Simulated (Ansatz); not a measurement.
# CuO: magnetic order and moments

The task here is to estimate one member of a computed series from the others.

Computed with Ansatz 0.2.0 (DFT r2SCAN+U, scalar-relativistic, plane waves, PAW, unless a step's input says otherwise).

1 further run of the same task is left out (it didn't finish). Runs told in other sessions of the task aren't counted.

## The starting structure

It takes space group Cccm (No. 66, orthorhombic). The conventional cell has a = 3.982 Å, b = 4.307 Å, c = 5.156 Å, α = 90.00°, β = 90.00°, γ = 90.00°. Cu (site symmetry 2/m) has 4 O at 1.95 Å in its first shell of neighbours. Around O (site symmetry 222) lie 4 Cu at 1.95 Å.

Coordinates:

```
Cu O
1.0
     1.99097   -2.15355    0.00000
     1.99097    2.15355    0.00000
     0.00000    0.00000    5.15593
Cu O
2 2
Direct
  0.00000 0.50000 0.00000
  0.50000 0.00000 0.50000
  0.50000 0.50000 0.25000
  0.50000 0.50000 0.75000
```

The structure comes from the Materials Project (structure only); it is used as listed.

Set-up of the first run:

Contents of input.yaml:

```yaml
crystal:
  lattice:
    - [1.990968, -2.15355, 0.0]
    - [1.990968, 2.15355, 0.0]
    - [0.0, 0.0, 5.155928]
  atoms:
    - { symbol: Cu, position: [0.0, 0.5, 0.0], spin: 1.0 }
    - { symbol: Cu, position: [0.5, 0.0, 0.5], spin: 1.0 }
    - { symbol: O, position: [0.5, 0.5, 0.25] }
    - { symbol: O, position: [0.5, 0.5, 0.75] }
basis:
  ecutwfc: 500
kpoints:
  mp_grid: { grid: [6, 6, 4] }
hamiltonian:
  xc: r2scan
  hubbard: { sites: [{ species: Cu, l: d, u_eff: 4.0 }] }
scf:
  occupations: { method: gaussian, width: 0.1 }
output:
  forces: true
  stress: true
  eigenvalues: true
  populations: true
magnetization:
  spin_polarized: true
```

Command:

```
ansatz run input.yaml --threads 1 --pin off --max-ram 2560MiB --backend cpu --events-out ev --progress --plain --runs-dir out
```

Among the steps run: Probe: one point at the start; The base run; Start: no spin polarisation; Magnetic start: ferromagnetic; Magnetic start: large parallel starting moments; Magnetic start: antiferromagnetic in the cell, signs +-; Start: small parallel starting moments.

One table of the session follows, with a row left open; its other results are not shown here.

It belongs to the step «Which state is lowest». 

```
                                  start  energy above the lowest (meV/atom)  gap on the mesh (eV)  pressure (GPa)
antiferromagnetic in the cell, signs +-                                0.00                  0.79            -2.9
                          ferromagnetic                                   ?                     ?               ?
        large parallel starting moments                                8.23                  0.33            -2.6
        small parallel starting moments                                8.23                  0.33            -2.6
                                no spin                                 160                 metal            -3.0
```

Q: Estimate the row for ferromagnetic from the others.

**Answer.** energy above the lowest (meV/atom): 8.23; gap on the mesh (eV): 0.34; pressure (GPa): -2.6.

Limits of these values: Other magnetic orders or occupations could lie lower; they were not searched in full. Warnings in the runs' records: stability check not made, filled band counts differ across k points.
